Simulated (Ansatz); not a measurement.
# C₃H₇BFGa: vertical ionisation energy

How much energy removes an electron from C₃H₇BFGa at fixed geometry? The cation is run at each level and the neutral's energy taken from earlier runs.

Method: unrestricted cation, the program's frozen cores in correlated methods; program: Ansatz 0.2.0, Gaussian basis.

Plan: UKS PBE-D4/def2-TZVPP; UKS r2SCAN-D4/def2-TZVPP; UKS PBE0-D4/def2-TZVPP; UKS B3LYP-D4/def2-TZVPP; UKS wB97X-V/def2-TZVPP; UKS wB97M-V/def2-TZVPP; UKS B2PLYP/def2-TZVPP; UHF-CCSD(T)/def2-TZVPP; UHF-MP2/def2-QZVPP; extrapolation to the limit; then −ε(HOMO) from the neutral's earlier runs with LDA (SPW92), PBE-D4, revPBE-D4, BLYP-D4, r2SCAN-D4, B97M-V, PBE0-D4, B3LYP-D4, r2SCANh-D4, r2SCAN0-D4, HSE06-D4, BHLYP-D4, CAM-B3LYP-D4, LC-ωPBE, ωB97X-V, ωB97M-V.

### Step 1. The relaxed structure

An earlier PBE0-D4 in a triple-zeta def2 set relaxation fixed the geometry.

13 atoms, charge 0, spin multiplicity 1.

Atoms are counted from 1 here; the program's logs count them from 0.

Bond lengths: C1–C2 1.338 Å, C1–H7 1.086 Å, C1–H8 1.086 Å, C2–B3 1.544 Å, C2–H9 1.089 Å, B3–C4 1.560 Å, B3–Ga5 2.103 Å, C4–H10 1.101 Å, C4–H11 1.093 Å, C4–H12 1.094 Å, Ga5–F6 1.778 Å, Ga5–H13 1.572 Å. Angles: C2–C1–H7 121.5°, C2–C1–H8 122.4°, H7–C1–H8 116.1°, C1–C2–B3 121.1°, C1–C2–H9 117.1°, B3–C2–H9 121.2°, C2–B3–C4 122.1°, C2–B3–Ga5 118.0°, C4–B3–Ga5 119.9°, B3–C4–H10 105.6°, B3–C4–H11 114.6°, B3–C4–H12 114.7°, H10–C4–H11 105.2°, H10–C4–H12 106.4°, H11–C4–H12 109.5°, B3–Ga5–F6 113.9°, B3–Ga5–H13 136.3°, F6–Ga5–H13 109.8°.

### Step 2. Cation, UKS PBE-D4/def2-TZVPP

in.yaml

```yaml
crystal:
  periodic: [false, false, false]
  atoms:
    - {symbol: C, position_ang: [-2.152053, -0.521389, -0.004542]}
    - {symbol: C, position_ang: [-1.228599, 0.443796, -0.087081]}
    - {symbol: B, position_ang: [0.278241, 0.115487, -0.015043]}
    - {symbol: C, position_ang: [0.874061, -1.185274, -0.638018]}
    - {symbol: Ga, position_ang: [1.543167, 1.494060, 0.946041]}
    - {symbol: F, position_ang: [1.962644, 2.902995, -0.053284]}
    - {symbol: H, position_ang: [-1.875383, -1.571571, 0.007834]}
    - {symbol: H, position_ang: [-3.212757, -0.306295, 0.088671]}
    - {symbol: H, position_ang: [-1.583312, 1.473341, -0.065594]}
    - {symbol: H, position_ang: [1.374975, -0.866610, -1.565588]}
    - {symbol: H, position_ang: [1.655938, -1.659333, -0.038850]}
    - {symbol: H, position_ang: [0.131950, -1.934407, -0.929054]}
    - {symbol: H, position_ang: [2.231130, 1.615211, 2.354496]}
basis:
  gaussian: {orbitals: def2-TZVPP}
total_charge: 1
magnetization: {spin_polarized: true, initial_magnetization: 1}
hamiltonian: {xc: pbe, dispersion: d4}
```

Run with:

```
> ansatz run in.yaml --threads 2 --pin off --events-out ev --progress --plain --max-ram 32768MiB --backend cuda --devices 0, --max-vram 18GiB
```

After this run come: Cation, UKS r2SCAN-D4/def2-TZVPP; Cation, UKS PBE0-D4/def2-TZVPP; Cation, UKS B3LYP-D4/def2-TZVPP; Cation, UKS wB97X-V/def2-TZVPP; Cation, UKS wB97M-V/def2-TZVPP; Cation, UKS B2PLYP (frozen core)/def2-TZVPP; Cation, UHF-CCSD(T)/def2-TZVPP; Cation, UHF-MP2/def2-QZVPP.

Before running them: what should the planned runs give, taken together? Wanted: ionisation energy, CCSD(T)/CBS; nearest functional by difference; nearest −ε(HOMO); −ε(HOMO) of PBE; T1 of the cation.

As calculated:

| quantity | value |
| --- | --- |
| ionisation energy, CCSD(T)/CBS | 9.59 eV |
| nearest functional by difference | ωB97X-V (-0.24 eV) |
| nearest −ε(HOMO) | ωB97X-V (-0.10 eV) |
| −ε(HOMO) of PBE | 6.05 eV |
| T1 of the cation | 0.025 |

What this shows: By cation minus neutral, the functionals miss by 0.74 eV at most. −ε(HOMO) of PBE misses by 3.5 eV, since self-interaction lifts the level. Among orbital estimates ωB97X-V comes nearest. Hartree-Fock falls 0.93 eV short, as the neutral has more correlation energy than the cation. The cation may have settled in a state other than its lowest; no search over hole states beyond the program's own was made. Correlated methods include outer-core shells of Ga, which these sets cover unevenly. With outer-core shells in play the reference is unsure by up to some tenths of an eV, so close misses can't be ranked.
